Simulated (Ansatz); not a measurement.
# TlCrTe2: the cost of one run

Method: DFT PBEsol+U (U_eff = 5 eV on Cr d), plane waves, PAW, no spin–orbit coupling unless a run says so, in Ansatz 0.2.0.

## 1. Starting point

Symmetry: P-3m1, No. 164, trigonal system. The conventional cell has a = 4.110 Å, b = 4.110 Å, c = 7.949 Å, α = 90.00°, β = 90.00°, γ = 120.00°. Cr (site symmetry -3m) is surrounded by 6 Te at 2.78 Å. Around Te (site symmetry 3m) lie 3 Cr at 2.78 Å and 3 Tl at 3.46 Å. Tl (site symmetry -3m) is surrounded by 6 Te at 3.46 Å and 2 Cr at 3.97 Å.

As a file:

```
CELL_PARAMETERS angstrom
4.10983 0.00000 0.00000
-2.05492 3.55922 0.00000
0.00000 0.00000 7.94888
ATOMIC_POSITIONS crystal
Cr 0.00000 0.00000 0.50000
Te 0.66667 0.33333 0.68330
Te 0.33333 0.66667 0.31670
Tl 0.00000 0.00000 0.00000
```

An earlier series on this cell reached its lowest free state from «ferromagnetic start, free, symmetry kept, no search», perhaps among other starts.

## 2. No spin polarisation

input.yaml reads:

```yaml
crystal:
  lattice:
    - [4.10983338, 0.0, 0.0]
    - [-2.05491669, 3.55922011, 0.0]
    - [0.0, 0.0, 7.94888413]
  atoms:
    - { symbol: Cr, position: [0.0, 0.0, 0.5] }
    - { symbol: Te, position: [0.6666666667, 0.3333333333, 0.68330262] }
    - { symbol: Te, position: [0.3333333333, 0.6666666667, 0.31669738] }
    - { symbol: Tl, position: [0.0, 0.0, 0.0] }
basis:
  ecutwfc: 420
  ecutrho_ratio: 4
kpoints:
  mp_grid: { grid: [5, 5, 3] }
hamiltonian:
  xc: pbesol
  hubbard: { sites: [{ site: 0, l: d, u_eff: 5.0 }] }
scf:
  occupations: { method: gaussian, width: 0.05 }
  lower_state_search: "off"
  max_iter: 150
output:
  forces: true
  stress: true
  eigenvalues: true
  populations: true
  hubbard: { sites: [{ site: 0, l: d }] }
```

The run is started by

```sh
> ansatz run input.yaml --threads 2 --pin off --max-ram 3072MiB --backend cpu --events-out ev --progress --plain --runs-dir out
```

What time and memory should one allow on 2 threads of Arm Neoverse N1, shared host?

About 31 s, with a peak of 0.5 GiB.
